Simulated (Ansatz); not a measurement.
# Ti3C2: band structure with PBEsol

The system is Ti3C2.

```
CELL_PARAMETERS angstrom
3.06660 0.00000 0.00000
-1.53330 2.65576 0.00000
0.00000 0.00000 15.11715
ATOMIC_POSITIONS crystal
Ti 0.00000 0.00000 0.50000
Ti 0.00000 0.00000 0.00000
Ti 0.33333 0.66667 0.65612
Ti 0.66667 0.33333 0.15612
Ti 0.66667 0.33333 0.34388
Ti 0.33333 0.66667 0.84388
C 0.33333 0.66667 0.08590
C 0.66667 0.33333 0.58590
C 0.33333 0.66667 0.41410
C 0.66667 0.33333 0.91410
```

The cell comes from a database or a generator and needn't be the stable form of this composition.

```yaml
Program: Ansatz 0.2.0
Task: band structure
Functional: PBEsol
Potentials_or_basis: PseudoDojo standard (PBEsol files)
Cutoff: 1143 eV
Density_cutoff: 4572 eV
k_mesh: 10 × 10 × 2
Occupations: fermi-dirac, width 0.05 eV
Spin: no spin polarisation
Path: "[[\"G\", \"M\", \"K\", \"G\", \"A\", \"L\", \"H\", \"A\"], [\"L\", \"M\"], [\"K\", \"H\"]]"
Points_for_each_segment_of_the_path: 10
```

The pressure is -4.7 GPa. The largest force is 0.309 eV/Å and the band gap on the k mesh is none (metal or under the smearing width).

Forces on the atoms (eV/Å):
```
Ti   0.000  0.000  0.000
Ti   0.000  0.000  0.000
Ti   0.000  0.000 -0.309
Ti   0.000  0.000 -0.309
Ti   0.000  0.000  0.309
Ti   0.000  0.000  0.309
C    0.000  0.000 -0.013
C    0.000  0.000 -0.013
C    0.000  0.000  0.013
C    0.000  0.000  0.013
```

Stress tensor (GPa, compression positive):
```
-4.71  0.00  0.00
 0.00 -4.71  0.00
 0.00  0.00 -4.54
```

Levels at the corners of the path, in eV from the Fermi level:
```csv
point,band 40,band 41,band 42,band 43,band 44,band 45,band 46,band 47,band 48,band 49
Γ,-1.77,-1.77,-1.70,0.21,0.36,0.36,0.49,0.50,0.50,1.27
M,-1.93,-1.85,-1.70,-1.14,-1.12,0.30,0.57,1.83,2.06,2.12
K,-2.74,-0.97,-0.89,-0.46,-0.46,0.49,0.65,0.70,0.70,1.22
Γ,-1.77,-1.77,-1.70,0.21,0.36,0.36,0.49,0.50,0.50,1.27
A,-1.82,-1.82,-1.82,0.34,0.34,0.42,0.42,0.42,0.42,1.39
L,-1.92,-1.81,-1.81,-1.13,-1.13,0.43,0.43,1.97,1.97,2.20
H,-2.75,-0.93,-0.93,-0.46,-0.46,0.57,0.57,0.70,0.70,1.24
A,-1.82,-1.82,-1.82,0.34,0.34,0.42,0.42,0.42,0.42,1.39
L,-1.92,-1.81,-1.81,-1.13,-1.13,0.43,0.43,1.97,1.97,2.20
M,-1.93,-1.85,-1.70,-1.14,-1.12,0.30,0.57,1.83,2.06,2.12
K,-2.74,-0.97,-0.89,-0.46,-0.46,0.49,0.65,0.70,0.70,1.22
H,-2.75,-0.93,-0.93,-0.46,-0.46,0.57,0.57,0.70,0.70,1.24
```

Run time: 33 s on 4 threads of Arm Neoverse V1, with other jobs on the host, peak memory 1.9 GiB.
